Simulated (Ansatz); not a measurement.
# VRu: a single-point run

Wanted: a converged single-point run for VRu, and a check of what comes out. The structure is shown as the input types it.

Method: DFT, LDA, all-electron PAW with datasets made for the crystal, scalar-relativistic, in Ansatz 0.2.0.

## 1. The system as given

The structure is cubic, space group Pm-3m (No. 221). The conventional cell has a = 3.003 Å, b = 3.003 Å, c = 3.003 Å, α = 90.00°, β = 90.00°, γ = 90.00°. V (site symmetry m-3m) is surrounded by 8 Ru at 2.60 Å. Around Ru (site symmetry m-3m) lie 8 V at 2.60 Å.

As a file:

```
CELL_PARAMETERS angstrom
3.00283 0.00000 0.00000
0.00000 3.00283 0.00000
0.00000 0.00000 3.00283
ATOMIC_POSITIONS crystal
V 0.50000 0.50000 0.50000
Ru 0.00000 0.00000 0.00000
```

## 2. Running it

input.yaml

```yaml
crystal:
  lattice:
    - [3.0028316633, 0.0, 0.0]
    - [0.0, 3.0028316633, 0.0]
    - [0.0, 0.0, 3.0028316633]
  atoms:
    - { symbol: V, position: [0.5, 0.5, 0.5], spin: 1.5 }
    - { symbol: Ru, position: [0.0, 0.0, 0.0] }
magnetization:
  spin_polarized: true
kpoints:
  mp_grid: { grid: [12, 12, 12] }
scf:
  occupations: { method: fermi_dirac, width: 0.05 }
  convergence: { dr2_threshold: 1.0e-14 }
  max_iter: 80
hamiltonian:
  xc: lda
  pseudopotentials: { kind: all_electron, datasets: crystal }
output:
  forces: true
  stress: true
  eigenvalues: true
  efg: { contact_densities: true }
```

Launch:

```
$ ansatz run input.yaml --threads 1 --pin off --max-ram 2048MiB --backend cpu --events-out ev --progress --plain --runs-dir out
```

Q: Will this input give a usable result? If not, why, and what should change?

This run ends as converged, with warnings (crystal datasets made, gradients without spin orbit, seeded moment not kept). Its log warns: «the starting moments were not kept: the SCF closed with an absolute magnetisation of 7.9e-8 μB, where they sum to 1.5 μB in size (1 site) ...»

The suspect setting: scf.convergence.dr2_threshold is 1.0e-14. The risk: threshold needlessly tight. Once met, so tight a threshold does no harm; it costs cycles.

The test: delete scf.convergence.dr2_threshold (the default then holds).
